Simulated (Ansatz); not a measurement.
# Sb: stress in a strained cell

Aim: deform Sb (equal xy, yz and zx engineering shear strains of +1 %) and compute stress, forces and field gradients with LAPW, PAW and all-electron datasets made for the crystal.

Method: DFT PBEsol, scalar-relativistic, in Ansatz 0.2.0.

### Step 1. The structure to begin with

It takes space group Pm-3m (No. 221, cubic). The conventional cell has a = 3.160 Å, b = 3.160 Å, c = 3.160 Å, α = 90.00°, β = 90.00°, γ = 90.00°. Around Sb (site symmetry m-3m) lie 6 Sb at 3.16 Å.

Structure file:

```cif
data_structure
_symmetry_space_group_name_H-M 'P 1'
_symmetry_Int_Tables_number 1
_cell_length_a 3.1600
_cell_length_b 3.1600
_cell_length_c 3.1600
_cell_angle_alpha 90.000
_cell_angle_beta 90.000
_cell_angle_gamma 90.000
_cell_volume 31.55
loop_
_atom_site_label
_atom_site_type_symbol
_atom_site_fract_x
_atom_site_fract_y
_atom_site_fract_z
_atom_site_occupancy
Sb1 Sb 0.00000 0.00000 0.00000 1
```

### Step 2. After the deformation

Space group Pm-3m before, R-3m after.

### Step 3. Full-potential LAPW

File input.yaml:

```yaml
crystal:
  lattice:
    - [3.16, 0.0158, 0.0158]
    - [0.0158, 3.16, 0.0158]
    - [0.0158, 0.0158, 3.16]
  atoms:
    - { symbol: Sb, position: [0.0, 0.0, 0.0] }
kpoints:
  mp_grid: { grid: [12, 12, 12] }
  band_path:
    path:
      - [0.0, 0.0, 0.0]
      - [0.5, 0.5, 0.5]
      - [0.5098274679, 0.4901725321, 0.5]
      - [0.5, -0.4901725321, 0.4901725321]
      - [0.5, 0.0, 0.0]
      - [0.0, 0.0, 0.0]
      - [0.4950862661, -0.4950862661, 0.0]
      - [0.5049137339, 0.0, 0.4950862661]
      - [0.5, 0.0, 0.5]
    npoints: 5
scf:
  occupations: { method: fermi_dirac, width: 0.08 }
hamiltonian:
  xc: pbesol
  pseudopotentials: { kind: all_electron, lapw: { basis_error: 0.001 } }
output:
  forces: true
  stress: true
  eigenvalues: true
```

Run with:

```bash
$ ansatz run input.yaml --threads 1 --pin off --max-ram 3072MiB --backend cpu --events-out ev --progress --plain --runs-dir out
```

### Step 4. Frozen-core PAW

File input.yaml:

```yaml
crystal:
  lattice:
    - [3.16, 0.0158, 0.0158]
    - [0.0158, 3.16, 0.0158]
    - [0.0158, 0.0158, 3.16]
  atoms:
    - { symbol: Sb, position: [0.0, 0.0, 0.0] }
kpoints:
  mp_grid: { grid: [12, 12, 12] }
scf:
  occupations: { method: fermi_dirac, width: 0.08 }
hamiltonian:
  xc: pbesol
  pseudopotentials: { kind: paw }
output:
  forces: true
  stress: true
  eigenvalues: true
  efg: { contact_densities: true }
```

### Step 5. All-electron PAW on datasets made for the crystal

Edit input.yaml of step 4 so:

```diff
@@ -13,3 +13,3 @@
   xc: pbesol
-  pseudopotentials: { kind: paw }
+  pseudopotentials: { kind: all_electron, datasets: crystal }
 output:
```

(Steps that only read results are left out.)

Q: Predict the outcome of this session. Wanted: pressure; largest shear or deviatoric stress.

The runs gave:

| quantity | value |
| --- | --- |
| pressure | LAPW -4.61, PAW -4.62, crystal datasets -4.61 GPa |
| largest shear or deviatoric stress (LAPW) | 0.12 GPa |

**Reading.** The largest part of the stress beyond the pressure is 0.12 GPa in size. No run of the undeformed cell stands beside it, so the pressure holds what the given cell had before the change. PAW: stress within 0.01 GPa of LAPW. Crystal datasets: stress within 0.01 GPa of LAPW. Spin-orbit coupling is left out, though the cell holds Sb; in elements this heavy it can shift bands and gaps by tenths of an eV.
